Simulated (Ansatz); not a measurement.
**C₂H₄O₃Ti: basis-set convergence**

Aim: see how fast density functionals converge with the basis set for C₂H₄O₃Ti.

Computed with Ansatz 0.2.0, Gaussian basis. Level: one geometry, several basis sets.

The runs, in order: PBE0-D4/def2-SVP; ωB97M-V/def2-SVP; PBE0-D4/def2-QZVPP; ωB97M-V/def2-QZVPP; the functionals' def2-TZVPP values are taken from earlier runs.

## 1. The relaxed structure

All runs share one geometry, relaxed beforehand with PBE0-D4 in a triple-zeta def2 set.

SMILES `C#[C][Ti]([OH])([OH])[OH]`, 10 atoms, charge 0, spin multiplicity 1.

Atoms are counted from 1 here; the program's logs count them from 0.

Bond lengths: C1–C2 1.214 Å, C1–H7 1.067 Å, C2–Ti3 2.048 Å, Ti3–O4 1.783 Å, Ti3–O5 1.777 Å, Ti3–O6 1.788 Å, O4–H8 0.958 Å, O5–H9 0.956 Å, O6–H10 0.959 Å. Angles: C2–C1–H7 179.7°, C1–C2–Ti3 179.7°, C2–Ti3–O4 106.4°, C2–Ti3–O5 105.8°, C2–Ti3–O6 109.3°, O4–Ti3–O5 114.0°, O4–Ti3–O6 109.6°, O5–Ti3–O6 111.4°, Ti3–O4–H8 134.7°, Ti3–O5–H9 143.1°, Ti3–O6–H10 130.0°.

## 2. PBE0-D4 in def2-SVP

Input file in.yaml:

```yaml
crystal:
  periodic: [false, false, false]
  atoms:
    - {symbol: C, position_ang: [1.338719, -1.734457, -1.500814]}
    - {symbol: C, position_ang: [0.780825, -0.917685, -0.796731]}
    - {symbol: Ti, position_ang: [-0.165843, 0.453411, 0.394517]}
    - {symbol: O, position_ang: [-0.365243, -0.317659, 1.989310]}
    - {symbol: O, position_ang: [-1.697822, 0.828500, -0.423071]}
    - {symbol: O, position_ang: [0.861749, 1.907463, 0.556049]}
    - {symbol: H, position_ang: [1.833077, -2.449663, -2.118745]}
    - {symbol: H, position_ang: [-0.731487, -1.147869, 2.295642]}
    - {symbol: H, position_ang: [-2.625713, 0.600351, -0.450187]}
    - {symbol: H, position_ang: [0.854737, 2.726310, 0.057029]}
basis:
  gaussian: {orbitals: def2-SVP}
hamiltonian: {xc: pbe0, dispersion: d4}
output: {orbitals: {seedname: orbitals}}
```

On the command line:

```bash
$ ansatz run in.yaml --threads 8 --pin off --events-out ev --progress --plain --max-ram 18278MiB
```

Further steps of the session: ωB97M-V in def2-SVP; PBE0-D4 in def2-QZVPP; ωB97M-V in def2-QZVPP.

**Question.** What will the summary of the whole plan be? Wanted: PBE0-D4: double and triple zeta above quadruple; ωB97M-V: double and triple zeta above quadruple.

As calculated:

| quantity | value |
| --- | --- |
| PBE0-D4: double and triple zeta above quadruple | 14.14, 0.90 eV |
| ωB97M-V: double and triple zeta above quadruple | 14.34, 0.83 eV |

PBE0-D4 gains 13.24 eV from double to triple zeta, then 0.90 eV more. These are total energies; as a rule much of such shifts cancels in differences, which this series doesn't test.
